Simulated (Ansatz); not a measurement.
Run this with Ansatz's Python interface and show what comes out.

Contents of `POSCAR`:
```text
MgSb4O10
1.0
  10.70020300    0.00000000    0.00000000
   0.00000000    2.00879600    5.18519451
   0.00000000   -2.00879600    5.18519451
Mg Sb O
1 4 10
Direct
   0.00000000    0.44397600    0.44397600
   0.82195500    0.12002150    0.12002150
   0.68085800    0.38615600    0.38615600
   0.31914200    0.38615600    0.38615600
   0.17804500    0.12002150    0.12002150
   0.00000000    0.03260500    0.03260500
   0.86947800    0.30415000    0.30415000
   0.83770300    0.57597850    0.57597850
   0.73393900    0.94273700    0.94273700
   0.65296500    0.19598950    0.19598950
   0.50000000    0.43386850    0.43386850
   0.34703500    0.19598950    0.19598950
   0.13052200    0.30415000    0.30415000
   0.26606100    0.94273700    0.94273700
   0.16229700    0.57597850    0.57597850
```

`convert.py`
```python
from pathlib import Path
import logging
import sys

import ansatz
from ase.io import read

logging.basicConfig(stream=sys.stdout, format="%(levelname)s %(message)s")
logger = logging.getLogger("ansatz_job")
logger.setLevel(logging.INFO)

FILLING = "fixed"
XC = "pbe"
KMESH = (2, 5, 5)

atoms = read("POSCAR", format="vasp")
structure = ansatz.Crystal.from_ase(atoms)

job = structure.calculation()
job = job.occupations(FILLING).functional(XC)
job = job.kpoints(mesh=KMESH, center="gamma")
job = job.basis(31 * ansatz.Ry)
job = job.relax(cell=True, pressure=1)
Path("written.yaml").write_text(job.to_yaml())
back = ansatz.Calculation.from_yaml("written.yaml")
print(back.to_python())
print("same input:", back.to_yaml() == job.to_yaml())
```

```console
$ python convert.py
(
    az.Lattice.of(((10.700203, 0.0, 0.0), (0.0, 2.008796, 5.18519451), (0.0, -2.008796, 5.18519451)))
    .atom("Mg", (0.0, 0.443976, 0.44397600000000004))
    .atom("Sb", (0.821955, 0.1200215, 0.1200215))
    .atom("Sb", (0.680858, 0.38615599999999994, 0.38615599999999994))
    .atom("Sb", (0.319142, 0.38615599999999994, 0.38615599999999994))
    .atom("Sb", (0.178045, 0.1200215, 0.1200215))
    .atom("O", (0.0, 0.03260500000000001, 0.032605))
    .atom("O", (0.869478, 0.30415000000000003, 0.30415))
    .atom("O", (0.837703, 0.5759785, 0.5759785))
    .atom("O", (0.733939, 0.9427369999999999, 0.942737))
    .atom("O", (0.652965, 0.1959895, 0.1959895))
    .atom("O", (0.5, 0.43386850000000005, 0.43386850000000005))
    .atom("O", (0.347035, 0.1959895, 0.1959895))
    .atom("O", (0.130522, 0.30415000000000003, 0.30415))
    .atom("O", (0.266061, 0.9427369999999999, 0.942737))
    .atom("O", (0.162297, 0.5759785, 0.5759785))
    .calculation()
    .basis(cutoff=421.77648681281397)
    .kpoints(2, 5, 5, shift=(0.0, 0.0, 0.0))
    .functional("pbe")
    .occupations(method="fixed")
    .relax(cell=True, pressure=1.0)
)

same input: True
```

`written.yaml`, as written:
```yaml
crystal:
  lattice:
    - [10.700203, 0.0, 0.0]
    - [0.0, 2.008796, 5.18519451]
    - [0.0, -2.008796, 5.18519451]
  atoms:
    - { symbol: Mg, position: [0.0, 0.443976, 0.44397600000000004] }
    - { symbol: Sb, position: [0.821955, 0.1200215, 0.1200215] }
    - { symbol: Sb, position: [0.680858, 0.38615599999999994, 0.38615599999999994] }
    - { symbol: Sb, position: [0.319142, 0.38615599999999994, 0.38615599999999994] }
    - { symbol: Sb, position: [0.178045, 0.1200215, 0.1200215] }
    - { symbol: O, position: [0.0, 0.03260500000000001, 0.032605] }
    - { symbol: O, position: [0.869478, 0.30415000000000003, 0.30415] }
    - { symbol: O, position: [0.837703, 0.5759785, 0.5759785] }
    - { symbol: O, position: [0.733939, 0.9427369999999999, 0.942737] }
    - { symbol: O, position: [0.652965, 0.1959895, 0.1959895] }
    - { symbol: O, position: [0.5, 0.43386850000000005, 0.43386850000000005] }
    - { symbol: O, position: [0.347035, 0.1959895, 0.1959895] }
    - { symbol: O, position: [0.130522, 0.30415000000000003, 0.30415] }
    - { symbol: O, position: [0.266061, 0.9427369999999999, 0.942737] }
    - { symbol: O, position: [0.162297, 0.5759785, 0.5759785] }
basis:
  ecutwfc: 421.77648681281397
kpoints:
  mp_grid:
    grid: [2, 5, 5]
    shift: [0.0, 0.0, 0.0]
hamiltonian:
  xc: pbe
scf:
  occupations:
    method: fixed
relax:
  cell:
    p_target: 1.0
```

The input is only written out: it wasn't run, and its settings aren't tested. The structure comes from a database and needn't be a stable phase.
